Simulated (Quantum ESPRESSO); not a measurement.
BiS: band structure with PBE

Crystal: BiS.

```xyz
2
Lattice="4.0029 0.0000 0.0000 0.0000 4.0029 0.0000 0.0000 0.0000 4.0029" Properties=species:S:1:pos:R:3 pbc="T T T"
Bi    2.0015    2.0015    2.0015
S     0.0000    0.0000    0.0000
```

The cell was built by a generator and needn't be a form met in nature.

```
Program             : Quantum ESPRESSO 7.5
Task                : band structure
Functional          : PBE
Potentials or basis : PseudoDojo 0.4.1 SR PBE standard
Cutoff              : 898 eV
Density cutoff      : 3592 eV
k mesh              : 7 × 7 × 7
Occupations         : fermi-dirac, width 0.05 eV
Spin                : no spin polarisation
Mixing beta         : 0.5
Most SCF iterations : 120
SCF threshold       : 4e-10 Ry
```

| Item | Value |
| --- | --- |
| Pressure | -10.9 GPa |
| Band gap on the k mesh | none (metal or under the smearing width) |

Levels at the corners of the path, in eV from the Fermi level:
| point | band 6 | band 7 | band 8 | band 9 | band 10 | band 11 | band 12 | band 13 | band 14 | band 15 |
| --- | --- | --- | --- | --- | --- | --- | --- | --- | --- | --- |
| Γ | -13.07 | -10.03 | -2.17 | -2.17 | -2.17 | 2.51 | 2.51 | 2.51 | 4.50 | 4.50 |
| X | -11.96 | -11.21 | -1.91 | -1.69 | -1.28 | -1.28 | 1.07 | 1.07 | 6.38 | 6.86 |
| M | -11.67 | -10.64 | -4.28 | -4.28 | -1.08 | 1.44 | 1.44 | 1.85 | 5.57 | 6.39 |
| Γ | -13.07 | -10.03 | -2.17 | -2.17 | -2.17 | 2.51 | 2.51 | 2.51 | 4.50 | 4.50 |
| R | -11.50 | -10.18 | -2.57 | -2.57 | -2.57 | -1.77 | -1.77 | -1.77 | 9.94 | 9.94 |
| X | -11.96 | -11.21 | -1.91 | -1.69 | -1.28 | -1.28 | 1.07 | 1.07 | 6.38 | 6.86 |
| M | -11.67 | -10.64 | -4.28 | -4.28 | -1.08 | 1.44 | 1.44 | 1.85 | 5.57 | 6.39 |
| R | -11.50 | -10.18 | -2.57 | -2.57 | -2.57 | -1.77 | -1.77 | -1.77 | 9.94 | 9.94 |

Wall time 55 s on 1 thread of Arm Neoverse V2, with other jobs on the host, peak memory 0.1 GiB.

Caveat: some levels on the path didn't converge; spin-orbit coupling is left out, which moves the levels of the heavy elements.
